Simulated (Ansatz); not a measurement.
**NiGe+ (sextet): wave-function methods side by side, def2-SVP**

The task here is to estimate one member of a computed series from the others.

Method: def2-SVP, core rule «outside noble gas», up to 23 orbitals frozen; program: Ansatz 0.2.0, Gaussian basis.

The runs, in order: UHF; CCSD(T) on ROHF; CCSD(T) on UHF; CISD; CCSDT(Q) on ROHF; CCSDT(Q) on UHF; CASSCF and MRCISD+Q, 13 electrons in 10 orbitals; CASSCF and NEVPT4(SD), 13 electrons in 10 orbitals; CASSCF and NEVPT2, 13 electrons in 10 orbitals.

12 further runs of the same task are left out: 2 for a known fault of the program, 4 that didn't finish, 6 set aside as unsound or not needed.

**The system**

The geometry is a PBE0/def2-TZVP stationary point (not a proven minimum) of the parent state, kept for this charge and spin. No spin-orbit coupling is included. The filled d shell of Ge may be among the frozen orbitals whatever the setting's name suggests; the logs give the count.

2 atoms, charge 1, spin multiplicity 6.

Atoms are counted from 1 here; the program's logs count them from 0.

Bond lengths: Ni1–Ge2 2.357 Å.

The first run:

Input file in.yaml:

```yaml
crystal:
  periodic: [false, false, false]
  atoms:
    - {symbol: Ni, position_ang: [0.000000, 0.000000, 0.000000]}
    - {symbol: Ge, position_ang: [0.000000, 0.000000, 2.356800]}
basis:
  gaussian: {orbitals: def2-SVP}
total_charge: 1
magnetization: {spin_polarized: true, initial_magnetization: 5}
hamiltonian: {xc: hf}
output: {orbitals: {seedname: orbitals}}
```

Run with:

```sh
ansatz run in.yaml --threads 1 --pin off --events-out ev --progress --plain --max-ram 2393MiB
```

Steps of the session up to this table: UHF; CCSD(T) on ROHF; CCSD(T) on UHF; CISD; CCSDT(Q) on ROHF; CCSDT(Q) on UHF; CASSCF and MRCISD+Q, 13 electrons in 10 orbitals; CASSCF and NEVPT4(SD), 13 electrons in 10 orbitals; CASSCF and NEVPT2, 13 electrons in 10 orbitals.

One of the session's tables, all rows but one given; the rest of the session is left out.

```
            method  from RCCSDT(Q) (kJ/mol)
              ROHF                   +635.4
               UHF                   +606.9
              RMP2                    +50.6
              UMP2                    +43.1
              CISD                    +56.8
             RCCSD                    +19.7
             UCCSD                     +8.8
          RCCSD(T)                     +1.4
          UCCSD(T)                     -9.2
            RCCSDT                     -0.5
            UCCSDT                    -11.3
         RCCSDT(Q)                        0
         UCCSDT(Q)                    -10.9
    CASSCF valence                   +596.3
    NEVPT2 valence                   +102.4
NEVPT4(SD) valence                    +19.3
    MRCISD valence                    +54.2
  MRCISD+Q valence                        ?
```

Q: Estimate the row for MRCISD+Q valence from the others.

**Answer.** from RCCSDT(Q) (kJ/mol): +17.3. In the column «from RCCSDT(Q) (kJ/mol)» it lies between UCCSD (+8.8) and NEVPT4(SD) valence (+19.3).

Limits of these values: Restricted and unrestricted rows rest on different reference determinants; where their highest levels disagree by more than a few hundredths of an eV, they describe different states and don't form one ladder.
